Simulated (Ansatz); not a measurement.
# CH₃Cl₃NV: a ladder of functionals and wavefunction methods

The task here is to estimate one member of a computed series from the others.

Program: Ansatz 0.2.0, Gaussian basis. Level of theory: functionals in def2-TZVPP, the program's frozen cores in correlated methods. These are calculated values, not measurements.

Plan: LDA (SPW92), PBE-D4, revPBE-D4, BLYP-D4, r2SCAN-D4, B97M-V, PBE0-D4, B3LYP-D4, r2SCANh-D4, r2SCAN0-D4, HSE06-D4, BHLYP-D4, CAM-B3LYP-D4, LC-ωPBE, ωB97X-V, ωB97M-V, B2PLYP, PBE-QIDH; CCSD(T)/def2-SVP; MP2/def2-TZVPP; MP2/def2-QZVPP; RPA on PBE.

### Structure used throughout

An earlier PBE0-D4 in a triple-zeta def2 set relaxation fixed the geometry.

SMILES `C[N]=[V]([Cl])([Cl])[Cl]`, 9 atoms, charge 0, spin multiplicity 1.

Atoms are counted from 1 here; the program's logs count them from 0.

Bond lengths: C1–N2 1.409 Å, C1–H7 1.095 Å, C1–H8 1.095 Å, C1–H9 1.095 Å, N2–V3 1.587 Å, V3–Cl4 2.149 Å, V3–Cl5 2.149 Å, V3–Cl6 2.149 Å. Angles: N2–C1–H7 109.9°, N2–C1–H8 109.9°, N2–C1–H9 109.9°, H7–C1–H8 109.1°, H7–C1–H9 109.1°, H8–C1–H9 109.1°, C1–N2–V3 179.9°, N2–V3–Cl4 106.3°, N2–V3–Cl5 106.3°, N2–V3–Cl6 106.3°, Cl4–V3–Cl5 112.5°, Cl4–V3–Cl6 112.5°, Cl5–V3–Cl6 112.5°.

The first run:

Input file in.yaml:

```yaml
crystal:
  periodic: [false, false, false]
  atoms:
    - {symbol: C, position_ang: [0.271310, -1.252042, 0.906850]}
    - {symbol: N, position_ang: [0.035132, -0.129441, 0.088776]}
    - {symbol: V, position_ang: [-0.229527, 1.135247, -0.833013]}
    - {symbol: Cl, position_ang: [-1.807728, 0.578909, -2.180636]}
    - {symbol: Cl, position_ang: [1.618822, 1.533902, -1.853254]}
    - {symbol: Cl, position_ang: [-0.800520, 2.732715, 0.485450]}
    - {symbol: H, position_ang: [1.307531, -1.585771, 0.790582]}
    - {symbol: H, position_ang: [-0.401238, -2.067818, 0.622547]}
    - {symbol: H, position_ang: [0.094818, -0.992001, 1.955597]}
basis:
  gaussian: {orbitals: def2-TZVPP}
hamiltonian: {xc: lda}
output: {orbitals: {seedname: orbitals}}
```

Command:

```bash
$ ansatz run in.yaml --threads 4 --pin off --events-out ev --progress --plain --max-ram 11315MiB
```

Among the steps run: LDA; PBE-D4 (GGA); revPBE-D4 (GGA); BLYP-D4 (GGA); r2SCAN-D4 (meta-GGA); B97M-V (meta-GGA); PBE0-D4 (hybrid); B3LYP-D4 (hybrid); r2SCANh-D4 (hybrid); r2SCAN0-D4 (hybrid); HSE06-D4 (hybrid); BHLYP-D4 (hybrid); CAM-B3LYP-D4 (range-separated); LC-ωPBE (range-separated); ωB97X-V (range-separated); ωB97M-V (range-separated); B2PLYP (double hybrid); PBE-QIDH (double hybrid).

One table of the session follows, with a row left open; its other results are not shown here.

It belongs to the step «Orbital energies across the functionals». 

```
  functional  HOMO (eV)  LUMO (eV)  gap (eV)
 LDA (SPW92)      -7.20      -4.44      2.76
      PBE-D4      -7.06      -4.24      2.82
   revPBE-D4      -7.01      -4.16      2.84
     BLYP-D4      -6.91      -4.11      2.79
   r2SCAN-D4      -7.38      -4.29      3.09
      B97M-V          ?          ?         ?
     PBE0-D4      -8.43      -3.42      5.01
    B3LYP-D4      -8.17      -3.64      4.53
  r2SCANh-D4      -7.88      -3.96      3.93
  r2SCAN0-D4      -8.64      -3.43      5.21
    HSE06-D4      -8.03      -3.79      4.23
    BHLYP-D4      -9.65      -2.36      7.29
CAM-B3LYP-D4      -9.78      -2.36      7.41
     LC-ωPBE     -11.19      -1.34      9.84
     ωB97X-V     -10.81      -1.33      9.48
     ωB97M-V     -10.65      -1.28      9.37
```

Estimate the missing values for B97M-V.

As computed: HOMO (eV): -7.46; LUMO (eV): -4.32; gap (eV): 3.15. In the column «HOMO (eV)» it lies between r2SCANh-D4 (-7.88) and r2SCAN-D4 (-7.38).
